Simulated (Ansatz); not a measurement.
# SnHF₃ (SMILES [F][SnH]([F])[F]): a rigid scan of the bond length Sn2–H5

The task here is to estimate one member of a computed series from the others.

Method: single points in def2-TZVPP; program: Ansatz 0.2.0, Gaussian basis.

Levels: PBE-D4, r2SCAN-D4, PBE0-D4, B3LYP-D4, wB97M-V, Hartree-Fock, MP2, CCSD, CCSD(T). The scan takes 1.514, 1.548, 1.597, 1.655, 1.719, 1.788, 1.861, 1.938, 2.018 Å.

Correlated methods freeze the cores. Filled d shells of the heavier atoms are correlated. Core potentials replace the inner electrons past krypton, and spin-orbit coupling is left out. B3LYP uses VWN-RPA correlation.

19 further runs of the same task are left out: 19 set aside as unsound or not needed.

## Where the work starts

The minimum, relaxed at PBE0-D4: 5 atoms, charge 0, spin multiplicity 1.

Atoms are counted from 1 here; the program's logs count them from 0.

Bond lengths: F1–Sn2 1.891 Å, Sn2–F3 1.891 Å, Sn2–F4 1.891 Å, Sn2–H5 1.682 Å. Angles: F1–Sn2–F3 105.0°, F1–Sn2–F4 105.0°, F1–Sn2–H5 113.7°, F3–Sn2–F4 105.0°, F3–Sn2–H5 113.7°, F4–Sn2–H5 113.7°.

Coordinates:

```mol
F3HSn
  3D, bonds by distance, orders not assigned

  5  4  0  0  0  0  0  0  0  0999 V2000
   -0.3239   -0.5479    1.7277 F   0  0
    0.1272   -0.0068   -0.0272 Sn  0  0
   -0.7949    1.6234   -0.2882 F   0  0
   -0.7427   -1.2467   -1.1594 F   0  0
    1.7842    0.1045   -0.2943 H   0  0
  1  2  8  0
  2  3  8  0
  2  4  8  0
  2  5  8  0
M  END
```

Energies of the minimum (eV), from earlier single points: PBE-D4 -13996.83236, r2SCAN-D4 -14003.46528, PBE0-D4 -13996.87065, B3LYP-D4 -14006.60316, wB97M-V -14001.26364, CCSD(T) -13974.93754.

At the minimum the bond length Sn2–H5 is 1.682 Å.

Set-up of the first run:

The input, ccsdt-tzvpp/in.yaml:

```yaml
crystal:
  periodic: [false, false, false]
  atoms:
    - {symbol: F, position_ang: [-0.323894, -0.547910, 1.727748]}
    - {symbol: Sn, position_ang: [0.127228, -0.006842, -0.027178]}
    - {symbol: F, position_ang: [-0.794890, 1.623381, -0.288182]}
    - {symbol: F, position_ang: [-0.742711, -1.246701, -1.159419]}
    - {symbol: H, position_ang: [1.618657, 0.093352, -0.267589]}
basis:
  gaussian: {orbitals: def2-TZVPP}
correlation: {method: ccsd_t}
```

No record of the launch command was kept for these runs.

Among the steps run: Sn2–H5 = 1.514 Å; Sn2–H5 = 1.548 Å; Sn2–H5 = 1.597 Å; Sn2–H5 = 1.655 Å; Sn2–H5 = 1.719 Å; Sn2–H5 = 1.788 Å; Sn2–H5 = 1.861 Å; Sn2–H5 = 1.938 Å; Sn2–H5 = 2.018 Å.

One table of the session follows, with a row left open; its other results are not shown here.

It belongs to the step «The curves». Energies less that of the minimum at the same level (kJ/mol):

| bond length (Å) | PBE-D4 | PBE0-D4 | B3LYP-D4 | wB97M-V | Hartree-Fock |
| --- | --- | --- | --- | --- | --- |
| 1.514 | 29.7 | 26.3 | 27.2 | 24.3 | 25.9 |
| 1.548 | 18.8 | 16.0 | 16.7 | 14.3 | 15.2 |
| 1.597 | 7.9 | 6.0 | 6.5 | 4.9 | 5.2 |
| 1.655 | 1.2 | 0.6 | 0.7 | 0.2 | 0.2 |
| 1.682 (minimum) | 0.0 | 0.0 | 0.0 | 0.0 | 0.0 |
| 1.719 | 0.0 | 1.0 | 0.7 | 1.5 | 1.6 |
| 1.788 | 4.4 | 7.2 | 6.4 | 8.7 | 9.5 |
| 1.861 | 13.7 | 18.6 | 17.3 | 21.2 | 23.2 |
| 1.938 | ? | ? | ? | ? | ? |
| 2.018 | 44.3 | 54.3 | 51.4 | 59.4 | 65.3 |

**Question.** Estimate the row for bond length (Å) = 1.938.

Worked estimate for «PBE-D4». A straight line through the neighbours (1.861, 13.7) and (2.018, 44.3) gives 13.7 + (44.3 − 13.7) × (1.938 − 1.861) / (2.018 − 1.861) = 28.7; a parabola fitted to 3 rows on both sides gives 26.9.

**Answer.** PBE-D4: 27.4; PBE0-D4: 34.7; B3LYP-D4: 32.6; wB97M-V: 38.5; Hartree-Fock: 42.2. In «PBE-D4» the line misses by +1.3 and the parabola by -0.5.

To keep in mind: A polynomial through the near points puts the CCSD(T) minimum 0.011 Å below the PBE0-D4 value.
